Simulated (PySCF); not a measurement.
# C5H8Si: the cost of one run

Programs: PySCF 2.14.0, with density-fitted response routines of our own. Each step states its level of theory. These are calculated values for one molecule in the gas phase, unless marked as measured. Atoms are numbered from 0 throughout.

## 1. Starting geometry

14 atoms, charge 0, multiplicity 1; geometry from: GFN2-xTB. The atoms were then displaced at random by about 0.01 Å, so the start is not that level's minimum.

Bonds of the start (Å): C0–C1 1.23, C1–C2 1.43, C2–Si3 1.89, C2–C4 1.33, C4–C5 1.48, C0–H6 1.04, Si3–H7 1.45, Si3–H8 1.45, Si3–H9 1.50, C4–H10 1.10, C5–H11 1.09, C5–H12 1.10, C5–H13 1.08.

## 2. Relaxing the molecule at PBE0-D3(BJ)/def2-SVP

Job settings and geometry (Å):

```
{"job": {"xc": "PBE0", "basis": "def2-SVP", "d3": "d3bj", "grid": 1, "shake": 0.01, "kind": "geom"}, "charge": 0, "multiplicity": 1}
C      2.720380     0.220470     1.479870
C      1.643220     0.144260     0.899670
C      0.401330     0.059190     0.197980
Si     0.200020     1.332300    -1.183170
C     -0.462950    -0.888490     0.546970
C     -1.793260    -1.099340    -0.074500
H      3.624650     0.320030     1.983150
H      1.367080     2.189680    -1.251140
H     -0.019620     0.636550    -2.437230
H     -1.022050     2.141060    -0.879350
H     -0.227510    -1.565460     1.376890
H     -1.841580    -2.116780    -0.464590
H     -2.605230    -0.994770     0.666500
H     -1.991620    -0.393780    -0.868790
```

On the command line:

```bash
OMP_NUM_THREADS=1 python probes_run.py task.json out
```

This one command runs all jobs of the session in turn.

**Question.** How long does this first job take on 1 thread of Arm Neoverse V2, shared host, and how much memory does it need?

About 50 s, with a peak of 0.49 GiB.
